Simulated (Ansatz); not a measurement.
VBiO4:

```xyz
12
Lattice="-2.5611 2.5611 5.7961 2.5611 -2.5611 5.7961 2.5611 2.5611 -5.7961" Properties=species:S:1:pos:R:3 pbc="T T T"
Bi    0.0000    2.5611    2.8980
Bi    0.0000    0.0000    0.0000
V     2.5611    0.0000    2.8980
V     0.0000    0.0000    5.7961
O     1.2804    1.8387    0.9172
O     1.8387    1.2806    3.8153
O     1.2806    0.7224    6.7133
O     3.2834   -1.2806    3.8153
O    -0.7224    1.2806    4.8788
O     1.2804   -0.7224    1.9808
O     3.8417    0.7224    1.9808
O     3.2834    1.2804   -0.9172
```

Measurements of this composition are mostly on another form, of space group No. 15.

Base run:

```yaml
Program: Ansatz 0.2.0
Functional: PBEsol
Potentials_or_basis: Ansatz PAW
Cutoff: "420 eV (not typed: the program's choice for these potentials)"
k_mesh: 7 × 7 × 7
Occupations: fermi-dirac, width 0.05 eV
Spin: collinear spin, ferromagnetic start
Starting_moments: "[0.0, 0.0, 2.0, 2.0, 0.0, 0.0, 0.0, 0.0, 0.0, 0.0, 0.0, 0.0] μB"
Hubbard_terms: V d U = 4 eV
```

Its results: band gap on the k mesh 2.28 eV, indirect (least direct gap 2.28 eV); pressure -1.1 GPa; net moment 0.00 μB per cell; largest force 0.135 eV/Å.

Problem. The run is repeated on the same cell with these changes: hubbard terms from V d U = 4 eV to V d U = 5 eV. What comes out?

Solution. Band gap on the k mesh 2.33 eV, indirect (least direct gap 2.33 eV); pressure -0.9 GPa; net moment 0.00 μB per cell; largest force 0.100 eV/Å.

Caveats: the magnetic or orbital state may not be the lowest; spin-orbit coupling is left out, which as a rule narrows the gap of such compounds by several tenths of an eV; the PAW data sets come from PBE, with cores solved anew for the run's functional, which leaves a small shift of forces and pressure; the starting moments weren't kept.

A k mesh can miss the band edges.
